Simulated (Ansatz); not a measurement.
# FGaH₂Mg (SMILES [F][GaH][MgH]): one structure at several levels

The task here is to estimate one member of a computed series from the others.

Program: Ansatz 0.2.0, Gaussian basis. Level of theory: single points in def2-TZVPP. These are calculated values, not measurements.

Correlated methods freeze the cores. Filled d shells of the heavier atoms are correlated. The outer core shell of Li, Na, Mg and K is correlated.

## The starting structure

5 atoms, charge 0, spin multiplicity 1.

Atoms are counted from 1 here; the program's logs count them from 0.

Bond lengths: F1–Ga2 1.971 Å, Ga2–Mg3 2.544 Å, Mg3–H5 1.700 Å. Angles: F1–Ga2–Mg3 136.5°, Ga2–Mg3–H5 148.9°.

As a file:

```xyz
5
charge 0, multiplicity 1
F    -1.9473   -2.0148   -0.1069
Ga   -0.3271   -0.9153    0.1160
Mg    0.8080    0.9746   -1.1537
H    -0.1720   -0.7994    2.1056
H     1.6134    2.4718   -1.1218
```

The first run:

run/in.yaml

```yaml
crystal:
  periodic: [false, false, false]
  atoms:
    - {symbol: F, position_ang: [-1.947300, -2.014800, -0.106900]}
    - {symbol: Ga, position_ang: [-0.327100, -0.915300, 0.116000]}
    - {symbol: Mg, position_ang: [0.808000, 0.974600, -1.153700]}
    - {symbol: H, position_ang: [-0.172000, -0.799400, 2.105600]}
    - {symbol: H, position_ang: [1.613400, 2.471800, -1.121800]}
basis:
  gaussian: {orbitals: def2-TZVPP}
correlation: {method: ccsd_t}
output: {forces: true}
```

The command line of these runs was not kept.

Steps of the session up to this table: CCSD(T)/def2-TZVPP; PBE0-D4/def2-TZVPP; wB97M-V/def2-TZVPP; r2SCAN-D4/def2-TZVPP; PBE-D4/def2-TZVPP; BHLYP-D4/def2-TZVPP; LC-wPBE/def2-TZVPP.

One of the session's tables, all rows but one given; the rest of the session is left out.

```
   method  RMS force component (eV/Å)  angle to CCSD(T) forces (°)  dipole (D)
  CCSD(T)                       1.434                    reference        5.09
  PBE0-D4                       1.402                          1.4        5.08
  wB97M-V                       1.410                          2.6        5.35
r2SCAN-D4                           ?                            ?           ?
   PBE-D4                       1.227                          3.6        4.75
 BHLYP-D4                       1.494                          1.1        5.42
  LC-wPBE                       1.501                          3.6        5.31
```

**Question.** Estimate the row for r2SCAN-D4.

As computed: RMS force component (eV/Å): 1.383; angle to CCSD(T) forces (°): 1.4; dipole (D): 5.00. In the column «RMS force component (eV/Å)» it lies between PBE-D4 (1.227) and PBE0-D4 (1.402).
